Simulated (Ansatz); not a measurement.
# C2H10AlNSi: the cost of one run

All numbers below are computed with Ansatz 0.2.0 (RKS B3LYP/def2-SVP).

## 1. The system as given

Bond lengths: C1–Al2 1.948 Å, Al2–N3 1.903 Å, N3–Si4 1.896 Å, Si4–C5 1.834 Å, C1–H6 1.184 Å, C1–H7 1.096 Å, C1–H8 1.078 Å, Al2–H9 1.592 Å, N3–H10 1.013 Å, Si4–H11 1.445 Å, Si4–H12 1.436 Å, C5–H13 1.162 Å, C5–H14 1.147 Å, C5–H15 1.105 Å. Angles (14 of 24 angles, heavy atoms first): C1–Al2–N3 120.5°, Al2–N3–Si4 106.2°, N3–Si4–C5 107.0°, C1–Al2–H9 120.4°, N3–Al2–H9 119.1°, Al2–C1–H6 109.0°, Al2–C1–H7 112.2°, Al2–C1–H8 111.6°, Al2–N3–H10 109.8°, Si4–N3–H10 106.0°, N3–Si4–H11 107.2°, N3–Si4–H12 107.8°, C5–Si4–H11 110.9°, C5–Si4–H12 110.2°.

Coordinates:

```xyz
15

C    -1.8275   -1.3494   -2.1469
Al   -0.8036   -1.5138   -0.4982
N    -0.6189   -0.0265    0.6751
Si    1.2288    0.3977    0.7050
C     1.4277    1.8526    1.8044
H    -2.2732   -0.2542   -2.2155
H    -1.2068   -1.5000   -3.0373
H    -2.6807   -2.0079   -2.1517
H    -0.0901   -2.8877   -0.1265
H    -1.0851    0.7817    0.2811
H     1.9223   -0.7516    1.2412
H     1.6237    0.7318   -0.6343
H     0.7945    2.7500    1.4244
H     1.0640    1.6240    2.8674
H     2.5031    2.1025    1.8410
```

## 2. Relaxing end A

input.yaml reads:

```yaml
crystal:
  periodic: [false, false, false]
  atoms:
    - { symbol: C, position_ang: [-1.8275, -1.3494, -2.1469] }
    - { symbol: Al, position_ang: [-0.8036, -1.5138, -0.4982] }
    - { symbol: "N", position_ang: [-0.6189, -0.0265, 0.6751] }
    - { symbol: Si, position_ang: [1.2288, 0.3977, 0.705] }
    - { symbol: C, position_ang: [1.4277, 1.8526, 1.8044] }
    - { symbol: H, position_ang: [-2.2732, -0.2542, -2.2155] }
    - { symbol: H, position_ang: [-1.2068, -1.5, -3.0373] }
    - { symbol: H, position_ang: [-2.6807, -2.0079, -2.1517] }
    - { symbol: H, position_ang: [-0.0901, -2.8877, -0.1265] }
    - { symbol: H, position_ang: [-1.0851, 0.7817, 0.2811] }
    - { symbol: H, position_ang: [1.9223, -0.7516, 1.2412] }
    - { symbol: H, position_ang: [1.6237, 0.7318, -0.6343] }
    - { symbol: H, position_ang: [0.7945, 2.75, 1.4244] }
    - { symbol: H, position_ang: [1.064, 1.624, 2.8674] }
    - { symbol: H, position_ang: [2.5031, 2.1025, 1.841] }
basis:
  gaussian: { orbitals: def2-SVP }
hamiltonian:
  xc: b3lyp
relax:
  f_tol: 0.02
  max_steps: 50
```

Command:

```console
$ ansatz run input.yaml --threads 2 --pin off --max-ram 3072MiB --backend cpu --events-out ev --progress --plain --runs-dir out
```

**Question.** How long does this run take on 2 threads of Intel Xeon Platinum 8488C (Sapphire Rapids), shared host, and how much memory does it need?

About 70 s, with a peak of 0.32 GiB.
